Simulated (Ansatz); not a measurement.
# ClH₃O₃Si: small, medium and large basis sets

How large a basis does ClH₃O₃Si need? Two functionals are run in growing sets.

Computed with Ansatz 0.2.0, Gaussian basis. Level: one geometry, several basis sets.

Plan: PBE0-D4/def2-SVP; ωB97M-V/def2-SVP; PBE0-D4/def2-QZVPP; ωB97M-V/def2-QZVPP; the functionals' def2-TZVPP values are taken from earlier runs.

**1. Structure used throughout**

The geometry comes from an earlier relaxation with PBE0-D4 in a triple-zeta def2 set; it is a stationary point, not always the lowest conformer.

8 atoms, charge 0, spin multiplicity 1.

Atoms are counted from 1 here; the program's logs count them from 0.

Bond lengths: O1–Si2 1.620 Å, O1–H6 0.958 Å, Si2–O3 1.620 Å, Si2–O4 1.620 Å, Si2–Cl5 2.059 Å, O3–H7 0.958 Å, O4–H8 0.958 Å. Angles: Si2–O1–H6 118.2°, O1–Si2–O3 109.6°, O1–Si2–O4 109.6°, O1–Si2–Cl5 109.4°, O3–Si2–O4 109.6°, O3–Si2–Cl5 109.4°, O4–Si2–Cl5 109.4°, Si2–O3–H7 118.2°, Si2–O4–H8 118.2°.

**2. PBE0-D4 in def2-SVP**

Contents of in.yaml:

```yaml
crystal:
  periodic: [false, false, false]
  atoms:
    - {symbol: O, position_ang: [-0.816870, 0.285161, 1.342948]}
    - {symbol: Si, position_ang: [-0.004708, -0.000025, -0.029030]}
    - {symbol: O, position_ang: [1.347603, 0.890971, -0.054381]}
    - {symbol: O, position_ang: [0.379001, -1.571168, -0.116094]}
    - {symbol: Cl, position_ang: [-1.185529, 0.504771, -1.638951]}
    - {symbol: H, position_ang: [-1.176878, 1.162285, 1.481673]}
    - {symbol: H, position_ang: [1.882951, 0.878220, -0.849017]}
    - {symbol: H, position_ang: [-0.333468, -2.207315, -0.192949]}
basis:
  gaussian: {orbitals: def2-SVP}
hamiltonian: {xc: pbe0, dispersion: d4}
output: {orbitals: {seedname: orbitals}}
```

On the command line:

```bash
ansatz run in.yaml --threads 4 --pin off --events-out ev --progress --plain --max-ram 10444MiB
```

The runs that follow: ωB97M-V in def2-SVP; PBE0-D4 in def2-QZVPP; ωB97M-V in def2-QZVPP.

Before running them: what should the planned runs give, taken together? Wanted: PBE0-D4: double and triple zeta above quadruple; ωB97M-V: double and triple zeta above quadruple.

**Answer**, as computed:

| quantity | value |
| --- | --- |
| PBE0-D4: double and triple zeta above quadruple | 16.47, 1.02 eV |
| ωB97M-V: double and triple zeta above quadruple | 16.52, 0.97 eV |

**Reading.** For PBE0-D4 the step from double to triple zeta gains 15.45 eV and the next only 1.02 eV. Total energies overstate the basis error of differences, where much of it tends to cancel. The LUMO of ωB97M-V is positive and keeps falling with the basis (2.71 to 1.28 eV): an unbound level that the basis holds in place.
